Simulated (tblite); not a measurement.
# C3H11AlN2S2: the cost of one run

Computed with tblite 0.8.0 and PySCF 2.14.0, with density-fitted response routines of our own, on a single molecule in the gas phase. Atoms count from 0, in the outputs and in this text.

## Step 1: The molecule as given

19 atoms, charge 0, multiplicity 1; geometry from: force field or distance geometry start.

Bonds of the start (Å): C0–S1 1.79, S1–Al2 2.29, Al2–N3 1.92, Al2–S4 2.24, S4–C5 1.79, C5–C6 1.51, C6–N7 1.28, C0–H8 1.11, C0–H9 1.10, C0–H10 1.13, Al2–H11 1.59, N3–H12 1.04, N3–H13 1.04, N3–H14 1.06, C5–H15 1.14, C5–H16 1.11, C6–H17 1.08, N7–H18 1.00.

## Step 2: Geometry optimisation with GFN2-xTB

Job settings and geometry (Å):

```
{"job": {"kind": "relax", "xc": "GFN2-xTB", "basis": "xTB"}, "charge": 0, "multiplicity": 1}
C     -3.215000     1.737400    -0.458600
S     -1.931900     1.449800     0.754100
Al    -0.621400    -0.243400    -0.064000
N     -1.708200    -1.784600    -0.414700
S      0.944900    -0.654200     1.489300
C      2.583900    -0.841800     0.784100
C      3.052100     0.479100     0.229200
N      4.138300     0.505400    -0.443700
H     -2.754100     1.924900    -1.455100
H     -3.854100     0.841200    -0.515100
H     -3.826300     2.662500    -0.225100
H     -0.044500     0.225700    -1.475000
H     -2.711700    -1.512100    -0.511000
H     -1.396700    -2.316500    -1.257500
H     -1.595500    -2.392600     0.452000
H      3.273000    -1.163600     1.634400
H      2.577200    -1.601700    -0.026400
H      2.510100     1.397200     0.386300
H      4.570100     1.296700    -0.875400
```

The run is started by

```console
OMP_NUM_THREADS=1 python probes_run.py task.json out
```

The driver reads the jobs from task.json and runs them one after another.

**Question.** How long does this first job take on 1 thread of Arm Neoverse V1, shared host, and how much memory does it need?

About 1.5 s, with a peak of 0.18 GiB.
